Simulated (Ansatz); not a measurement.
# Sc2Ge2O7: the cost of one run

Computed with Ansatz 0.2.0 (DFT, PBE, plane-wave PAW, default files, scalar-relativistic, as far as a step names no other, unless a step's input says otherwise).

**1. Starting point**

It takes space group Fd-3m (No. 227, cubic). The conventional cell has a = 9.624 Å, b = 9.624 Å, c = 9.624 Å, α = 90.00°, β = 90.00°, γ = 90.00°. Sc (site symmetry -3m) is surrounded by 8 O at 2.08 to 2.35 Å. Around Ge (site symmetry -3m) lie 6 O at 1.88 Å. Around O (site symmetry -43m) lie 4 Sc at 2.08 Å. O (site symmetry 2mm) is surrounded by 2 Ge at 1.88 Å and 2 Sc at 2.35 Å.

Coordinates:

```cif
data_structure
_symmetry_space_group_name_H-M 'P 1'
_symmetry_Int_Tables_number 1
_cell_length_a 6.8051
_cell_length_b 6.8051
_cell_length_c 6.8051
_cell_angle_alpha 60.000
_cell_angle_beta 60.000
_cell_angle_gamma 60.000
_cell_volume 222.83
loop_
_atom_site_label
_atom_site_type_symbol
_atom_site_fract_x
_atom_site_fract_y
_atom_site_fract_z
_atom_site_occupancy
Sc1 Sc 0.62500 0.62500 0.62500 1
Sc2 Sc 0.12500 0.62500 0.62500 1
Sc3 Sc 0.62500 0.12500 0.62500 1
Sc4 Sc 0.62500 0.62500 0.12500 1
Ge1 Ge 0.12500 0.62500 0.12500 1
Ge2 Ge 0.12500 0.12500 0.62500 1
Ge3 Ge 0.62500 0.12500 0.12500 1
Ge4 Ge 0.12500 0.12500 0.12500 1
O1 O 0.75000 0.75000 0.75000 1
O2 O 0.20692 0.79308 0.79308 1
O3 O 0.20692 0.79308 0.20692 1
O4 O 0.79308 0.79308 0.20692 1
O5 O 0.79308 0.20692 0.79308 1
O6 O 0.20692 0.20692 0.79308 1
O7 O 0.45692 0.04308 0.04308 1
O8 O 0.79308 0.20692 0.20692 1
O9 O 0.04308 0.45692 0.04308 1
O10 O 0.04308 0.04308 0.45692 1
O11 O 0.45692 0.45692 0.04308 1
O12 O 0.45692 0.04308 0.45692 1
O13 O 0.04308 0.45692 0.45692 1
O14 O 0.50000 0.50000 0.50000 1
```

**2. Gradients at the starting positions**

input.yaml

```yaml
crystal:
  lattice:
    - [0.0, 4.81189927, 4.81189927]
    - [4.81189927, 0.0, 4.81189927]
    - [4.81189927, 4.81189927, 0.0]
  atoms:
    - { symbol: Sc, position: [0.625, 0.625, 0.625] }
    - { symbol: Sc, position: [0.125, 0.625, 0.625] }
    - { symbol: Sc, position: [0.625, 0.125, 0.625] }
    - { symbol: Sc, position: [0.625, 0.625, 0.125] }
    - { symbol: Ge, position: [0.125, 0.625, 0.125] }
    - { symbol: Ge, position: [0.125, 0.125, 0.625] }
    - { symbol: Ge, position: [0.625, 0.125, 0.125] }
    - { symbol: Ge, position: [0.125, 0.125, 0.125] }
    - { symbol: O, position: [0.75, 0.75, 0.75] }
    - { symbol: O, position: [0.20692248, 0.79307752, 0.79307752] }
    - { symbol: O, position: [0.20692248, 0.79307752, 0.20692248] }
    - { symbol: O, position: [0.79307752, 0.79307752, 0.20692248] }
    - { symbol: O, position: [0.79307752, 0.20692248, 0.79307752] }
    - { symbol: O, position: [0.20692248, 0.20692248, 0.79307752] }
    - { symbol: O, position: [0.45692248, 0.04307752, 0.04307752] }
    - { symbol: O, position: [0.79307752, 0.20692248, 0.20692248] }
    - { symbol: O, position: [0.04307752, 0.45692248, 0.04307752] }
    - { symbol: O, position: [0.04307752, 0.04307752, 0.45692248] }
    - { symbol: O, position: [0.45692248, 0.45692248, 0.04307752] }
    - { symbol: O, position: [0.45692248, 0.04307752, 0.45692248] }
    - { symbol: O, position: [0.04307752, 0.45692248, 0.45692248] }
    - { symbol: O, position: [0.5, 0.5, 0.5] }
kpoints:
  mp_grid: { grid: [4, 4, 4] }
scf:
  occupations: { method: fermi_dirac, width: 0.02 }
hamiltonian:
  xc: pbe
  pseudopotentials: { kind: paw }
output:
  forces: true
  stress: true
  populations: true
  efg:
    quadrupole_moments_barn: { Sc: -0.22, Ge: -0.196, O: -0.02558 }
    contact_densities: true
```

The run is started by

```console
$ ansatz run input.yaml --threads 1 --pin off --max-ram 2560MiB --backend cpu --events-out ev --progress --plain --runs-dir out
```

What time and memory should one allow on 1 thread of Arm Neoverse V2, shared host?

About 21 s, with a peak of 0.66 GiB.
